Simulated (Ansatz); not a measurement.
# Nb2B4Pt: the cost of one run

Program: Ansatz 0.2.0. Level of theory: DFT PBE, scalar-relativistic, plane waves, PAW, unless a step names another level. These are calculated values, not measurements.

## (1) The structure to begin with

Symmetry: P-3m1, No. 164, trigonal system. Conventional cell: a = 3.123 Å, b = 3.123 Å, c = 9.063 Å, α = 90.00°, β = 90.00°, γ = 120.00°. Around Nb (site symmetry 3m) lie 9 B at 2.41 to 2.45 Å. Around B (site symmetry 3m) lie 3 Pt at 2.23 Å and 3 Nb at 2.41 Å. Around B (site symmetry 3m) lie 3 B at 1.80 Å and 6 Nb at 2.41 to 2.45 Å. Around Pt (site symmetry -3m) lie 6 B at 2.23 Å.

Coordinates:

```cif
data_structure
_symmetry_space_group_name_H-M 'P 1'
_symmetry_Int_Tables_number 1
_cell_length_a 3.1227
_cell_length_b 3.1227
_cell_length_c 9.0629
_cell_angle_alpha 90.000
_cell_angle_beta 90.000
_cell_angle_gamma 120.000
_cell_volume 76.53
loop_
_atom_site_label
_atom_site_type_symbol
_atom_site_fract_x
_atom_site_fract_y
_atom_site_fract_z
_atom_site_occupancy
Nb1 Nb 0.00000 0.00000 0.17981 1
Nb2 Nb 0.00000 0.00000 0.82019 1
B1 B 0.33333 0.66667 0.35587 1
B2 B 0.66667 0.33333 0.64413 1
B3 B 0.66667 0.33333 0.00321 1
B4 B 0.33333 0.66667 0.99679 1
Pt1 Pt 0.00000 0.00000 0.50000 1
```

It came out lowest among 19 distinct ends of the trial cells. At a tolerance of 0.05 Å it has space group P-3m1 (No. 164).

## (2) Tight relaxation for the response runs, on the response runs' mesh and smearing

The input, input.yaml:

```yaml
crystal:
  lattice:
    - [3.1226531344, 0.0, 0.0]
    - [-1.5613265672, 2.7042969416, 0.0]
    - [0.0, 0.0, 9.0628674143]
  atoms:
    - { symbol: Nb, position: [0.0, 0.0, 0.1798087884] }
    - { symbol: Nb, position: [0.0, 0.0, 0.8201912116] }
    - { symbol: B, position: [0.3333333333, 0.6666666667, 0.3558665651] }
    - { symbol: B, position: [0.6666666667, 0.3333333333, 0.6441334349] }
    - { symbol: B, position: [0.6666666667, 0.3333333333, 0.003207743] }
    - { symbol: B, position: [0.3333333333, 0.6666666667, 0.996792257] }
    - { symbol: Pt, position: [0.0, 0.0, 0.5] }
basis:
  ecutwfc: 420
kpoints:
  mp_grid: { grid: [12, 12, 4] }
hamiltonian:
  xc: pbe
scf:
  occupations: { method: gaussian, width: 0.1 }
output:
  forces: true
  stress: true
  eigenvalues: true
relax:
  adjacent_minimum: "off"
  f_tol: 0.001
  max_steps: 60
  cell: { stress_tol: 0.01 }
```

Launch:

```console
$ ansatz run input.yaml --threads 3 --pin off --max-ram 7680MiB --backend cpu --events-out ev --progress --plain --runs-dir out
```

**Question.** How long does this run take on 3 threads of Arm Neoverse V1, shared host, and how much memory does it need?

About 14 s, with a peak of 0.49 GiB.
